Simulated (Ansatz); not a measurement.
# CH7SbSi: the cost of one run

Method: RHF/def2-TZVP; program: Ansatz 0.2.0.

### Step 1. The starting structure

SMILES `[SiH3][CH2][SbH2]`, 10 atoms, charge 0, spin multiplicity 1.

Atoms are counted from 1 here; the program's logs count them from 0.

Bond lengths: Si1–C2 1.886 Å, Si1–H4 1.510 Å, Si1–H5 1.505 Å, Si1–H6 1.505 Å, C2–Sb3 2.211 Å, C2–H7 1.110 Å, C2–H8 1.110 Å, Sb3–H9 1.738 Å, Sb3–H10 1.738 Å. Angles: C2–Si1–H4 111.5°, C2–Si1–H5 110.1°, C2–Si1–H6 110.1°, H4–Si1–H5 108.2°, H4–Si1–H6 108.2°, H5–Si1–H6 108.6°, Si1–C2–Sb3 114.5°, Si1–C2–H7 111.1°, Si1–C2–H8 111.1°, Sb3–C2–H7 106.3°, Sb3–C2–H8 106.3°, H7–C2–H8 107.2°, C2–Sb3–H9 93.2°, C2–Sb3–H10 93.2°, H9–Sb3–H10 90.0°.

As a file:

```
Si   -1.05983    0.23511   -0.64950
C     0.27692   -0.95756   -0.06007
Sb    1.83683   -0.03181    1.20488
H    -2.08896   -0.46417   -1.50527
H    -0.44371    1.34050   -1.46469
H    -1.76656    0.84465    0.53160
H     0.80687   -1.42008   -0.91875
H    -0.16007   -1.78303    0.53970
H     0.67835    0.83823    2.16546
H     2.00335    1.34706    0.15953
```

This geometry comes from a loose relaxation at PBE in a small basis, which is not shown.

### Step 3. Setting up the map

The axes are (1) bond length Si1–H5: 15 values from 1.211 to 2.215 Å; (2) angle C2–Si1–H5: 15 values from 65.3 to 155.3 °.

Nothing else is relaxed (all other coordinates rigid). Energies count from the relaxed molecule at the same level. Points are written as (first, second).

(The set-up runs are not shown.)

### Step 4. Point (1.498 Å, 110.3°)

Contents of input.yaml:

```yaml
crystal:
  periodic: [false, false, false]
  atoms:
    - { symbol: Si, position_ang: [-1.087841, 0.22985, -0.669367] }
    - { symbol: C, position_ang: [0.267154, -0.910362, -0.055956] }
    - { symbol: Sb, position_ang: [1.815397, -0.037054, 1.188255] }
    - { symbol: H, position_ang: [-2.062983, -0.513168, -1.499699] }
    - { symbol: H, position_ang: [-0.504208, 1.329265, -1.502832] }
    - { symbol: H, position_ang: [-1.812119, 0.827033, 0.470932] }
    - { symbol: H, position_ang: [0.779454, -1.366936, -0.897211] }
    - { symbol: H, position_ang: [-0.162221, -1.72154, 0.523936] }
    - { symbol: H, position_ang: [0.765409, 0.810191, 2.222277] }
    - { symbol: H, position_ang: [2.097065, 1.322074, 0.206927] }
basis:
  gaussian: { orbitals: def2-TZVP }
hamiltonian:
  xc: hf
output:
  forces: true
```

Command:

```console
> ansatz run input.yaml --threads 1 --pin off --max-ram 2560MiB --backend cpu --events-out ev --progress --plain --runs-dir out
```

What time and memory should one allow on 1 thread of Arm Neoverse N1, shared host?

About 8.7 s, with a peak of 0.34 GiB.
